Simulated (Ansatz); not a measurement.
**C8H12Sn: small, medium and large basis sets**

One table from this session's results is given with a row withheld; the runs are named, their logs left out.

Computed with Ansatz 0.2.0, Gaussian basis. Level: one geometry, several basis sets.

Levels to be run: PBE0-D4/def2-SVP; ωB97M-V/def2-SVP; PBE0-D4/def2-QZVPP; ωB97M-V/def2-QZVPP; the functionals' def2-TZVPP values are taken from earlier runs.

## Structure used throughout

All runs share one geometry, relaxed beforehand with PBE0-D4 in a triple-zeta def2 set. Sn takes the def2 core potential; no spin-orbit term is included.

SMILES `C=[CH][Sn]([CH]=C)([CH]=C)[CH]=C`, 21 atoms, charge 0, spin multiplicity 1.

Atoms are counted from 1 here; the program's logs count them from 0.

Bond lengths: C1–C2 1.328 Å, C1–H10 1.087 Å, C1–H11 1.088 Å, C2–Sn3 2.131 Å, C2–H12 1.088 Å, Sn3–C4 2.131 Å, Sn3–C6 2.131 Å, Sn3–C8 2.131 Å, C4–C5 1.329 Å, C4–H13 1.088 Å, C5–H14 1.088 Å, C5–H15 1.087 Å, C6–C7 1.328 Å, C6–H16 1.088 Å, C7–H17 1.087 Å, C7–H18 1.088 Å, C8–C9 1.328 Å, C8–H19 1.088 Å and more. Angles: C2–C1–H10 122.0°, C2–C1–H11 122.0°, H10–C1–H11 116.0°, C1–C2–Sn3 122.2°, C1–C2–H12 118.7°, Sn3–C2–H12 119.1°, C2–Sn3–C4 107.9°, C2–Sn3–C6 111.0°, C2–Sn3–C8 110.2°, C4–Sn3–C6 108.6°, C4–Sn3–C8 111.1°, C6–Sn3–C8 107.9°, Sn3–C4–C5 122.9°, Sn3–C4–H13 118.6°, C5–C4–H13 118.5°, C4–C5–H14 122.0°, C4–C5–H15 122.2°, H14–C5–H15 115.8° and more.

Set-up of the first run:

Input file in.yaml:

```yaml
crystal:
  periodic: [false, false, false]
  atoms:
    - {symbol: C, position_ang: [1.699978, -1.769667, -2.063030]}
    - {symbol: C, position_ang: [1.593107, -1.601217, -0.749979]}
    - {symbol: Sn, position_ang: [0.383957, -0.067742, 0.102268]}
    - {symbol: C, position_ang: [-0.300236, 1.184088, -1.480414]}
    - {symbol: C, position_ang: [-1.416788, 0.944643, -2.159360]}
    - {symbol: C, position_ang: [-1.310080, -0.892930, 1.096991]}
    - {symbol: C, position_ang: [-2.473860, -0.258757, 1.188259]}
    - {symbol: C, position_ang: [1.505794, 1.046150, 1.530596]}
    - {symbol: C, position_ang: [1.053418, 1.281491, 2.756930]}
    - {symbol: H, position_ang: [1.173837, -1.133104, -2.770220]}
    - {symbol: H, position_ang: [2.317872, -2.553564, -2.496063]}
    - {symbol: H, position_ang: [2.145118, -2.268225, -0.090284]}
    - {symbol: H, position_ang: [0.293355, 2.055739, -1.749354]}
    - {symbol: H, position_ang: [-1.748392, 1.591162, -2.969378]}
    - {symbol: H, position_ang: [-2.058534, 0.095541, -1.939091]}
    - {symbol: H, position_ang: [-1.217221, -1.875258, 1.556248]}
    - {symbol: H, position_ang: [-2.635730, 0.721692, 0.747981]}
    - {symbol: H, position_ang: [-3.327229, -0.692396, 1.705747]}
    - {symbol: H, position_ang: [2.483594, 1.433684, 1.250475]}
    - {symbol: H, position_ang: [0.085406, 0.918486, 3.093492]}
    - {symbol: H, position_ang: [1.627834, 1.850786, 3.484783]}
basis:
  gaussian: {orbitals: def2-SVP}
hamiltonian: {xc: pbe0, dispersion: d4}
output: {orbitals: {seedname: orbitals}}
```

On the command line:

```console
> ansatz run in.yaml --threads 4 --pin off --events-out ev --progress --plain --max-ram 66560MiB --backend cpu
```

Steps of the session up to this table: PBE0-D4 in def2-SVP; ωB97M-V in def2-SVP; PBE0-D4 in def2-QZVPP; ωB97M-V in def2-QZVPP.

One of the session's tables, all rows but one given; the rest of the session is left out.

It belongs to the step «Density functionals: the series». 

```
functional       basis  HOMO (eV)  LUMO (eV)
   PBE0-D4    def2-SVP      -7.37      -0.21
   PBE0-D4  def2-TZVPP      -7.43      -0.41
   PBE0-D4  def2-QZVPP      -7.44      -0.46
   ωB97M-V    def2-SVP          ?          ?
   ωB97M-V  def2-TZVPP      -9.59       1.56
   ωB97M-V  def2-QZVPP      -9.60       1.44
```

**Question.** Estimate the row for ωB97M-V, def2-SVP.

As computed: HOMO (eV): -9.54; LUMO (eV): 1.89. In the column «HOMO (eV)» it lies between ωB97M-V, def2-TZVPP (-9.59) and PBE0-D4, def2-QZVPP (-7.44).
